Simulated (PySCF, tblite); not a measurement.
# C4H12FNSi3: geometry, infrared bands and NMR shifts

Aim: predict the infrared bands and NMR shifts of C4H12FNSi3 (`F[SiH2]N(C=C1CC1)[SiH2][SiH3]`).

The runs use tblite 0.8.0 and PySCF 2.14.0, with density-fitted response routines of our own; the level of theory stands in each step. All values are computed, except where a source is named. Atoms count from 0, in the outputs and in this text.

**1. The molecule as given**

21 atoms, charge 0, multiplicity 1; geometry from: force field or distance geometry start.

Bonds of the start (Å): F0–Si1 1.67, Si1–N2 1.81, N2–C3 1.44, C3–C4 1.34, C4–C5 1.47, C5–C6 1.51, N2–Si7 1.79, Si7–Si8 2.21, C6–C4 1.50, Si1–H9 1.49, Si1–H10 1.48, C3–H11 1.07, C5–H12 1.10, C5–H13 1.12, C6–H14 1.11, C6–H15 1.10, Si7–H16 1.47, Si7–H17 1.49, Si8–H18 1.48, Si8–H19 1.47, Si8–H20 1.49.

**2. Relaxing the molecule with GFN2-xTB**

What the job is given:

```
{"job": {"kind": "relax", "xc": "GFN2-xTB", "basis": "xTB"}, "charge": 0, "multiplicity": 1}
F      1.539900    -1.927900    -2.770900
Si     0.777500    -2.031100    -1.291500
N      0.616800    -0.429500    -0.471600
C     -0.549700     0.382000    -0.715300
C     -1.661600     0.019800    -0.053300
C     -2.500700    -0.785800     0.841200
C     -3.096700     0.404200     0.123600
Si     1.950100     0.083800     0.605400
Si     2.381500     2.253900     0.519700
H      1.572400    -2.841400    -0.328100
H     -0.575800    -2.604200    -1.424500
H     -0.523300     1.227200    -1.377400
H     -2.910000    -1.752700     0.512500
H     -2.256800    -0.696100     1.933000
H     -3.343100     1.317600     0.710600
H     -3.820300     0.142000    -0.660300
H      1.710900    -0.376700     1.983500
H      3.183600    -0.617700     0.152600
H      3.846400     2.443700     0.653900
H      1.853800     2.921800    -0.676700
H      1.796100     2.883900     1.733400
```

The run is started by

```
> OMP_NUM_THREADS=1 python probes_run.py task.json out
```

The driver reads the jobs from task.json and runs them one after another.

**Question.** This job is followed by: GFN2-xTB harmonic vibrations, gas phase; GIAO PBE0/pcSseg-1 NMR shielding, non-relativistic, gas phase. Predict these results of the whole session: strongest single infrared mode (GFN2-xTB); zero-point energy (GFN2-xTB); ¹³C shifts against TMS (PBE0/pcSseg-1); ¹H shifts against TMS (PBE0/pcSseg-1, means over atoms taken as alike); ¹⁹F shifts against CFCl3 (PBE0/pcSseg-1); ²⁹Si shifts against TMS (PBE0/pcSseg-1); ¹⁵N shifts against NH3 (PBE0/pcSseg-1).

The runs gave:

```
                                                              quantity                                   value
                             strongest single infrared mode (GFN2-xTB)                    701 cm⁻¹, 751 km/mol
                                          zero-point energy (GFN2-xTB)                           88.3 kcal/mol
                                ¹³C shifts against TMS (PBE0/pcSseg-1)               133.6, 99.3, 8.7, 6.3 ppm
¹H shifts against TMS (PBE0/pcSseg-1, means over atoms taken as alike)  6.41, 5.57, 5.22, 3.55, 1.29, 1.22 ppm
                              ¹⁹F shifts against CFCl3 (PBE0/pcSseg-1)                              -203.5 ppm
                               ²⁹Si shifts against TMS (PBE0/pcSseg-1)                -11.4, -32.2, -118.9 ppm
                                ¹⁵N shifts against NH3 (PBE0/pcSseg-1)                                63.3 ppm
```

**Reading.** The optimisation took 277 steps and gained 0.949 eV; among the close pairs (by a distance rule), Si7–Si8 changed most, from 2.214 to 2.309 Å. The lowest mode is imaginary (27i cm⁻¹), so the xTB geometry is not a minimum. The strongest single mode, at 701 cm⁻¹, is spread over many atoms; the largest shares are those of H16, H17. Unscaled tight-binding wavenumbers are off by several per cent, some by more. Its intensities can rank the bands wrongly. The most deshielded carbon is C3 (alkene carbon bearing nitrogen), at 133.6 ppm: the olefinic region. The most deshielded hydrogen is H11 (hydrogen on an alkene carbon bearing nitrogen), at 6.41 ppm: a vinylic proton, deshielded by the sp2 carbon and the C=C anisotropy. At PBE0/pcSseg-1: Shielding is most anisotropic at C4 (span 171 ppm, paramagnetic term -172 ppm).
